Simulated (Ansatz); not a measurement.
# Lanthanum, omega (AlB2-type) under r²SCAN: from relaxation to bulk modulus

Aim: take lanthanum in the omega (AlB2-type) structure, relax it, solve it on a dense k-mesh, then scale the cell to 7 volumes from 88 to 112 % of the relaxed one and try a fit of the equation of state. Spin polarisation is left out. The k-meshes are 6×6×9 for the relaxation; 8×8×12 for the dense run; 7×7×10 for the volumes.

Computed with Ansatz 0.2.0 (DFT r2SCAN, plane waves (500 eV) with PAW, scalar-relativistic; PBE-made PAW files, unless a step says otherwise).

## Step 1: The system as given

Symmetry: P6/mmm, No. 191, hexagonal system. Conventional cell: a = 5.957 Å, b = 5.957 Å, c = 3.652 Å, α = 90.00°, β = 90.00°, γ = 120.00°. Around La (site symmetry 6/mmm) lie 14 La at 3.65 to 3.89 Å. La (site symmetry -6m2) has 11 La at 3.44 to 3.89 Å as nearest neighbours.

Structure file:

```xyz
3
Lattice="5.9575 0.0000 0.0000 -2.9787 5.1593 0.0000 0.0000 0.0000 3.6519" Properties=species:S:1:pos:R:3 pbc="T T T"
La    0.0000    0.0000    0.0000
La    0.0000    3.4395    1.8260
La    2.9787    1.7198    1.8260
```

## Step 2: Geometry optimisation

The input, input.yaml:

```yaml
crystal:
  lattice:
    - [5.957452521, 0.0, 0.0]
    - [-2.9787262605, 5.159305225, 0.0]
    - [0.0, 0.0, 3.6519183953]
  atoms:
    - { symbol: La, position: [0.0, 0.0, 0.0] }
    - { symbol: La, position: [0.3333333333, 0.6666666667, 0.5] }
    - { symbol: La, position: [0.6666666667, 0.3333333333, 0.5] }
hamiltonian:
  xc: r2scan
  pseudopotentials:
    kind: paw
    azcp:
      La: "pseudopotentials/La.paw.azcp"
basis:
  ecutwfc: 500
  fft_grid_basis: typed
kpoints:
  mp_grid: { grid: [6, 6, 9], shift: [0, 0, 0] }
magnetization:
  spin_polarized: false
scf:
  occupations: { method: fermi_dirac, width: 0.1 }
relax:
  max_steps: 60
  f_tol: 0.01
  cell: {}
```

On the command line:

```
$ ansatz run input.yaml --threads 1 --pin off --max-ram 3584MiB --backend cpu --events-out ev --progress --plain --runs-dir out
```

The runs that follow: Dense single point; Equation of state: 88 %; Equation of state: 92 %; Equation of state: 96 %; Equation of state: 100 %; Equation of state: 104 %; Equation of state: 108 %; Equation of state: 112 %.

**Question.** What will these runs give? Wanted: space group; conventional cell; volume; shortest distance; gap on the mesh; relative to dhcp; highest ELF outside the cores; V₀, B₀, B₀′.

**Answer**, as computed:

```
                      quantity                                   value
space group (spins left aside)                        P6/mmm (No. 191)
             conventional cell  a = 5.980 Å, c = 3.628 Å (c/a = 0.607)
                        volume                          37.443 Å³/atom
             shortest distance                                 3.452 Å
               gap on the mesh            none (levels filled in part)
              relative to dhcp                            +13 meV/atom
 highest ELF outside the cores      0.75, 2.50 Å from the nearest atom
                   V₀, B₀, B₀′             37.330 Å³/atom, 26 GPa, 2.4
```

In words: The relaxation enlarged the cell by 0.1 % in volume. It lies 13 meV/atom above the element's reference form at the same level (dhcp, from a run of its own). Levels at the Fermi energy are filled in part, as in a metal. B₀ comes out at 26 GPa; letting shape and positions relax at each volume could only lower it. The symmetry was held, so the structure may be unstable against distortions that break it.
